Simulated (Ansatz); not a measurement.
# Mg3Te: band structure with PBEsol

The system is Mg3Te.

```
Te Mg
1.0
    -2.13936    2.13936    5.28249
     2.13936   -2.13936    5.28249
     2.13936    2.13936   -5.28249
Te Mg
1 3
Direct
  0.00000 0.00000 0.00000
  0.25000 0.75000 0.50000
  0.75000 0.25000 0.50000
  0.50000 0.50000 0.00000
```

The cell comes from a database or a generator and needn't be the stable form of this composition.

```yaml
Program: Ansatz 0.2.0
Task: band structure
Functional: PBEsol
Potentials_or_basis: Ansatz PAW
Cutoff: "420 eV (not typed: the program's choice for these potentials)"
k_mesh: 9 × 9 × 9
Occupations: fermi-dirac, width 0.05 eV
Spin: spin-orbit coupling, no magnetisation
Path: "[[\"G\", \"X\", \"Y\", \"S\", \"G\", \"Z\", \"S1\", \"N\", \"P\", \"Y1\", \"Z\"], [\"X\", \"P\"]]"
Points_for_each_segment_of_the_path: 14
```

| Quantity | Value |
| --- | --- |
| Pressure | -1.0 GPa |
| Band gap on the k mesh | none (metal or under the smearing width) |

Stress tensor (GPa, compression positive):
```
-0.92  0.00  0.00
 0.00 -0.92  0.00
 0.00  0.00 -1.11
```

Levels at the corners of the path, in eV from the Fermi level:
| point | band 44 | band 45 | band 46 | band 47 | band 48 | band 49 |
| --- | --- | --- | --- | --- | --- | --- |
| Γ | -2.41 | 0.25 | 0.25 | 1.20 | 1.20 | 1.55 |
| X | -2.58 | -1.55 | -1.55 | -0.16 | -0.16 | 0.93 |
| Y | -2.19 | -1.23 | -1.23 | 0.23 | 0.23 | 1.02 |
| S | -1.24 | -0.96 | -0.96 | 0.87 | 0.87 | 2.48 |
| Γ | -2.41 | 0.25 | 0.25 | 1.20 | 1.20 | 1.55 |
| Z | -1.50 | 0.42 | 0.42 | 1.10 | 1.10 | 3.15 |
| S1 | -1.24 | -0.96 | -0.96 | 0.87 | 0.87 | 2.48 |
| N | -2.21 | 0.21 | 0.21 | 0.92 | 0.92 | 2.27 |
| P | -2.04 | -1.23 | -1.23 | -0.75 | -0.75 | -0.72 |
| Y1 | -2.19 | -1.23 | -1.23 | 0.23 | 0.23 | 1.02 |
| Z | -1.50 | 0.42 | 0.42 | 1.10 | 1.10 | 3.15 |
| X | -2.58 | -1.55 | -1.55 | -0.16 | -0.16 | 0.93 |
| P | -2.04 | -1.23 | -1.23 | -0.75 | -0.75 | -0.72 |

It took 2.3 min on 2 threads of Arm Neoverse V2, with other jobs on the host, peak memory 0.99 GiB.

Caveat: the PAW data sets come from PBE, with cores solved anew for the run's functional, which leaves a small shift of forces and pressure.
